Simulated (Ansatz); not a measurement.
# NaMo16: the cost of one run

Method: DFT PBE, plane waves, PAW, scalar-relativistic, no spin polarisation, in Ansatz 0.2.0.

1 further run of the same task is left out (it didn't finish).

## Step 1: Starting point

The cell holds 17 atoms (Mo16Na): a = 6.300 Å, b = 6.300 Å, c = 6.300 Å, α = 90.00°, β = 90.00°, γ = 90.00°.

The coordinates stand in the first input below.

## Step 2: Relaxing end A

input.yaml reads:

```yaml
crystal:
  lattice:
    - [6.3, 0.0, 0.0]
    - [0.0, 6.3, 0.0]
    - [0.0, 0.0, 6.3]
  atoms:
    - { symbol: Mo, position: [0.0, 0.0, 0.0] }
    - { symbol: Mo, position: [0.5, 0.0, 0.0] }
    - { symbol: Mo, position: [0.0, 0.5, 0.0] }
    - { symbol: Mo, position: [0.0, 0.0, 0.5] }
    - { symbol: Mo, position: [0.25, 0.25, 0.25] }
    - { symbol: Mo, position: [0.5, 0.5, 0.0] }
    - { symbol: Mo, position: [0.5, 0.0, 0.5] }
    - { symbol: Mo, position: [0.75, 0.25, 0.25] }
    - { symbol: Mo, position: [0.0, 0.5, 0.5] }
    - { symbol: Mo, position: [0.25, 0.75, 0.25] }
    - { symbol: Mo, position: [0.25, 0.25, 0.75] }
    - { symbol: Mo, position: [0.5, 0.5, 0.5] }
    - { symbol: Mo, position: [0.75, 0.75, 0.25] }
    - { symbol: Mo, position: [0.75, 0.25, 0.75] }
    - { symbol: Mo, position: [0.25, 0.75, 0.75] }
    - { symbol: Mo, position: [0.75, 0.75, 0.75] }
    - { symbol: Na, position: [0.2497709, 0.5146048, 0.6088578] }
basis:
  ecutwfc: 420.0
kpoints:
  mp_grid: { grid: [3, 3, 3] }
hamiltonian:
  xc: pbe
scf:
  occupations: { method: gaussian, width: 0.05 }
  lower_state_search: "off"
relax:
  f_tol: 0.03
  max_steps: 60
  adjacent_minimum: "off"
output:
  write_density: true
  write_potential: true
  elf: true
  volumetric_format: npy
```

Run with:

```sh
> ansatz run input.yaml --threads 4 --pin off --max-ram 10240MiB --backend cpu --events-out ev --progress --plain --runs-dir out
```

**Question.** How long does this run take on 4 threads of Intel Xeon Platinum 8488C (Sapphire Rapids), shared host, and how much memory does it need?

About 69 s, with a peak of 1.4 GiB.
